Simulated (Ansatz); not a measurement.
**F₂H₃SbSi: basis-set convergence**

Aim: see how fast density functionals converge with the basis set for F₂H₃SbSi.

Computed with Ansatz 0.2.0, Gaussian basis. Level: one geometry, several basis sets.

Plan: PBE0-D4/def2-SVP; ωB97M-V/def2-SVP; PBE0-D4/def2-QZVPP; ωB97M-V/def2-QZVPP; the functionals' def2-TZVPP values are taken from earlier runs.

## (1) The relaxed structure

An earlier PBE0-D4 in a triple-zeta def2 set relaxation fixed the geometry. Sb takes the def2 core potential; no spin-orbit term is included.

7 atoms, charge 0, spin multiplicity 1.

Atoms are counted from 1 here; the program's logs count them from 0.

Bond lengths: F1–Sb2 1.912 Å, Sb2–F3 1.912 Å, Sb2–Si4 2.614 Å, Si4–H5 1.487 Å, Si4–H6 1.487 Å, Si4–H7 1.483 Å. Angles: F1–Sb2–F3 95.3°, F1–Sb2–Si4 92.2°, F3–Sb2–Si4 92.2°, Sb2–Si4–H5 109.0°, Sb2–Si4–H6 109.0°, Sb2–Si4–H7 108.3°, H5–Si4–H6 109.1°, H5–Si4–H7 110.7°, H6–Si4–H7 110.7°.

As a file:

```xyz
7
F2H3SbSi
F     0.00758   -1.58628    1.84447
Sb    1.03665   -0.04601    1.36903
F     2.22767   -0.98132    0.20105
Si   -0.58054    0.55025   -0.59659
H     0.05165    1.59567   -1.44479
H    -1.85125    1.08174   -0.03550
H    -0.83056   -0.68195   -1.38347
```

## (2) PBE0-D4 in def2-SVP

in.yaml reads:

```yaml
crystal:
  periodic: [false, false, false]
  atoms:
    - {symbol: F, position_ang: [0.007577, -1.586280, 1.844473]}
    - {symbol: Sb, position_ang: [1.036654, -0.046009, 1.369031]}
    - {symbol: F, position_ang: [2.227666, -0.981320, 0.201046]}
    - {symbol: Si, position_ang: [-0.580538, 0.550248, -0.596592]}
    - {symbol: H, position_ang: [0.051655, 1.595668, -1.444790]}
    - {symbol: H, position_ang: [-1.851253, 1.081741, -0.035499]}
    - {symbol: H, position_ang: [-0.830562, -0.681948, -1.383468]}
basis:
  gaussian: {orbitals: def2-SVP}
hamiltonian: {xc: pbe0, dispersion: d4}
output: {orbitals: {seedname: orbitals}}
```

Launch:

```bash
$ ansatz run in.yaml --threads 4 --pin off --events-out ev --progress --plain --max-ram 10444MiB
```

Further steps of the session: ωB97M-V in def2-SVP; PBE0-D4 in def2-QZVPP; ωB97M-V in def2-QZVPP.

Before running them: what should the planned runs give, taken together? Wanted: PBE0-D4: double and triple zeta above quadruple; ωB97M-V: double and triple zeta above quadruple.

The runs gave:

| quantity | value |
| --- | --- |
| PBE0-D4: double and triple zeta above quadruple | 11.03, 0.70 eV |
| ωB97M-V: double and triple zeta above quadruple | 11.22, 0.67 eV |

**Reading.** PBE0-D4 gains 10.33 eV from double to triple zeta, then 0.70 eV more. These are total energies; as a rule much of such shifts cancels in differences, which this series doesn't test.
